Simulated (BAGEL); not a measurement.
# CH3Cl3Si (methyltrichlorosilane) at HF/cc-pVDZ (density fitting with cc-pvqz-jkfit)

Aim: the energy change on altering one bond length of CH3Cl3Si (methyltrichlorosilane) at HF/cc-pVDZ (density fitting with cc-pvqz-jkfit), from 2 runs. 

The calculation is run with BAGEL 1.2.2.

## Step 1: Starting point

CH3Cl3Si has 8 atoms, charge 0, and is taken as a singlet. As SMILES, `C[Si](Cl)(Cl)Cl`. Geometry: relaxed at PBE0-D4/def2-TZVP.

Bond lengths: C1–Si2 1.841 Å, Si2–Cl3 2.039 Å, Si2–Cl4 2.039 Å, Si2–Cl5 2.039 Å, C1–H6 1.092 Å, C1–H7 1.092 Å, C1–H8 1.092 Å. Some angles: C1–Si2–Cl3 110.7°, C1–Si2–Cl4 110.7°, C1–Si2–Cl5 110.6°, Cl3–Si2–Cl4 108.3°, Cl3–Si2–Cl5 108.3°, Cl4–Si2–Cl5 108.3°, Si2–C1–H6 110.0°, Si2–C1–H7 110.0°, Si2–C1–H8 110.0°, H6–C1–H7 109.0°.

## Step 2: A single-point energy at HF/cc-pVDZ (density fitting with cc-pvqz-jkfit)

job.json

```json
{ "bagel" : [

{
  "title" : "molecule",
  "basis" : "cc-pvdz.json",
  "df_basis" : "cc-pvqz-jkfit",
  "angstrom" : true,
  "geometry" : [
    { "atom" : "C", "xyz" : [   -0.728900,   -0.279600,    0.686100 ] },
    { "atom" : "Si", "xyz" : [    0.568900,    0.197900,   -0.528700 ] },
    { "atom" : "Cl", "xyz" : [    2.360400,   -0.640000,   -0.033600 ] },
    { "atom" : "Cl", "xyz" : [    0.065900,   -0.429500,   -2.402200 ] },
    { "atom" : "Cl", "xyz" : [    0.801200,    2.223000,   -0.573800 ] },
    { "atom" : "H", "xyz" : [   -0.844500,   -1.365200,    0.700800 ] },
    { "atom" : "H", "xyz" : [   -0.448300,    0.061100,    1.684800 ] },
    { "atom" : "H", "xyz" : [   -1.682600,    0.175200,    0.410800 ] }
  ]
},
{ "title" : "hf" },
{ "title" : "print", "file" : "orbitals.molden", "orbitals" : true }

]}
```

The basis set cc-pVDZ is read from a file made from the Basis Set Exchange's data (not shown).

On the command line:

```
$ BAGEL_NUM_THREADS=1 BAGEL job.json > job.out
```

Standard output:

```text
* using 1 threads per process

  ===============================================================
  ===============================================================

  *** Geometry ***

  { "atom" : "C", "xyz" : [     -1.377421,     -0.528367,      1.296541 ] },
  { "atom" : "Si", "xyz" : [      1.075065,      0.373977,     -0.999098 ] },
  { "atom" : "Cl", "xyz" : [      4.460510,     -1.209425,     -0.063495 ] },
  { "atom" : "Cl", "xyz" : [      0.124533,     -0.811637,     -4.539500 ] },
  { "atom" : "Cl", "xyz" : [      1.514049,      4.200861,     -1.084325 ] },
  { "atom" : "H", "xyz" : [     -1.595874,     -2.579854,      1.324320 ] },
  { "atom" : "H", "xyz" : [     -0.847164,      0.115462,      3.183811 ] },
  { "atom" : "H", "xyz" : [     -3.179653,      0.331080,      0.776299 ] },

  Number of auxiliary basis functions:      851

  Since a DF basis is specified, we compute 2- and 3-index integrals:
    o Being stored without compression. Storage requirement is 0.069 GB

  Number of basis functions:      101
  Number of electrons      :       74

    * METHOD: MOLECULE                             0.80

  *** RHF ***

  === Nuclear Repulsion ===
   440.2973336455

      * DIIS with orbital gradients will be used.

  === RHF iteration (cc-pvdz.json) ===
      0      -1707.12318609          0.00862874           0.24
      1      -1707.22024594          0.00332974           0.23
      2      -1707.23152823          0.00094697           0.23
      3      -1707.23255471          0.00014894           0.31
      4      -1707.23258478          0.00003301           0.24
      5      -1707.23258671          0.00001176           0.24
      6      -1707.23258687          0.00000348           0.26
      7      -1707.23258689          0.00000091           0.25
      8      -1707.23258690          0.00000024           0.24
      9      -1707.23258690          0.00000007           0.25
     10      -1707.23258690          0.00000001           0.24
     11      -1707.23258690          0.00000000           0.23
    * SCF iteration converged.

    * Permanent dipole moment:
           (    0.637855,     0.234971,    -0.596960) a.u.

    * METHOD: HF                                   3.49

    * METHOD: PRINT                                0.01

  ===============================================================
```

It took 5.1 s on 1 thread of Intel Xeon 6975P-C (Granite Rapids), shared host; peak memory 0.26 GiB.

## Step 3: The distorted shape

calc.json

```json
{ "bagel" : [

{
  "title" : "molecule",
  "basis" : "cc-pvdz.json",
  "df_basis" : "cc-pvqz-jkfit",
  "angstrom" : true,
  "geometry" : [
    { "atom" : "C", "xyz" : [   -0.326503,    0.222316,    2.184889 ] },
    { "atom" : "Si", "xyz" : [    0.971297,    0.699816,    0.970089 ] },
    { "atom" : "Cl", "xyz" : [    2.762797,   -0.138084,    1.465189 ] },
    { "atom" : "Cl", "xyz" : [    0.065900,   -0.429500,   -2.402200 ] },
    { "atom" : "Cl", "xyz" : [    1.203597,    2.724916,    0.924989 ] },
    { "atom" : "H", "xyz" : [   -0.442103,   -0.863284,    2.199589 ] },
    { "atom" : "H", "xyz" : [   -0.045903,    0.563016,    3.183589 ] },
    { "atom" : "H", "xyz" : [   -1.280203,    0.677116,    1.909589 ] }
  ]
},
{ "title" : "hf" },
{ "title" : "print", "file" : "orbitals.molden", "orbitals" : true }

]}
```

The basis set cc-pVDZ is read from a file made from the Basis Set Exchange's data (not shown).

On the command line:

```
$ BAGEL_NUM_THREADS=1 BAGEL calc.json > calc.out
```

Standard output:

```text
* using 1 threads per process

  ===============================================================
  ===============================================================

  *** Geometry ***

  { "atom" : "C", "xyz" : [     -0.617001,      0.420116,      4.128842 ] },
  { "atom" : "Si", "xyz" : [      1.835485,      1.322461,      1.833203 ] },
  { "atom" : "Cl", "xyz" : [      5.220930,     -0.260941,      2.768806 ] },
  { "atom" : "Cl", "xyz" : [      0.124533,     -0.811637,     -4.539500 ] },
  { "atom" : "Cl", "xyz" : [      2.274469,      5.149345,      1.747976 ] },
  { "atom" : "H", "xyz" : [     -0.835454,     -1.631370,      4.156621 ] },
  { "atom" : "H", "xyz" : [     -0.086744,      1.063946,      6.016111 ] },
  { "atom" : "H", "xyz" : [     -2.419233,      1.279564,      3.608600 ] },

  Number of auxiliary basis functions:      851

  Since a DF basis is specified, we compute 2- and 3-index integrals:
    o Being stored without compression. Storage requirement is 0.069 GB

  Number of basis functions:      101
  Number of electrons      :       74

    * METHOD: MOLECULE                             0.69

  *** RHF ***

  === Nuclear Repulsion ===
   377.6722794062

      * DIIS with orbital gradients will be used.

  === RHF iteration (cc-pvdz.json) ===
      0      -1706.89312577          0.00870616           0.32
      1      -1707.02016969          0.00534879           0.24
      2      -1707.06364225          0.00140639           0.31
      3      -1707.06635954          0.00048446           0.27
      4      -1707.06666243          0.00007612           0.24
      5      -1707.06668199          0.00003120           0.25
      6      -1707.06668564          0.00001156           0.24
      7      -1707.06668637          0.00000398           0.28
      8      -1707.06668644          0.00000121           0.26
      9      -1707.06668644          0.00000042           0.24
     10      -1707.06668644          0.00000024           0.24
     11      -1707.06668644          0.00000014           0.25
     12      -1707.06668644          0.00000007           0.25
     13      -1707.06668644          0.00000003           0.31
     14      -1707.06668644          0.00000001           0.23
    * SCF iteration converged.

    * Permanent dipole moment:
           (   -0.238769,    -0.860656,    -3.873544) a.u.

    * METHOD: HF                                   4.42

    * METHOD: PRINT                                0.02

  ===============================================================
```

Run time: 5.7 s. Hardware: 1 thread of Intel Xeon 6975P-C (Granite Rapids), shared host; peak memory 0.26 GiB.

## Step 4: Outcome

Level: HF/cc-pVDZ (density fitting with cc-pvqz-jkfit).

| quantity | value |
| --- | --- |
| first shape: total energy | -1707.23259 Eh |
| first shape: dipole moment | 2.30 D |
| first shape: HOMO energy | -12.46 eV |
| first shape: LUMO energy | 4.43 eV |
| first shape: HOMO–LUMO gap | 16.90 eV |
| distorted shape: total energy | -1707.06669 Eh |
| distorted shape: dipole moment | 10.10 D |
| distorted shape: HOMO energy | -9.12 eV |
| distorted shape: LUMO energy | -2.05 eV |
| distorted shape: HOMO–LUMO gap | 7.07 eV |
| energy change with the Si2–Cl4 bond stretched from 2.039 to 3.670 Å | 4.514 eV |

What this shows: One bond (distorted shape) is far stretched, which a spin-restricted single reference describes badly; a broken-symmetry solution may lie lower. With the Si2–Cl4 bond stretched from 2.039 to 3.670 Å the energy rises by 4.51 eV (104 kcal/mol). The first shape isn't relaxed at this level, so the change isn't measured from a minimum. A restricted reference can't describe the breaking bond well at this length.
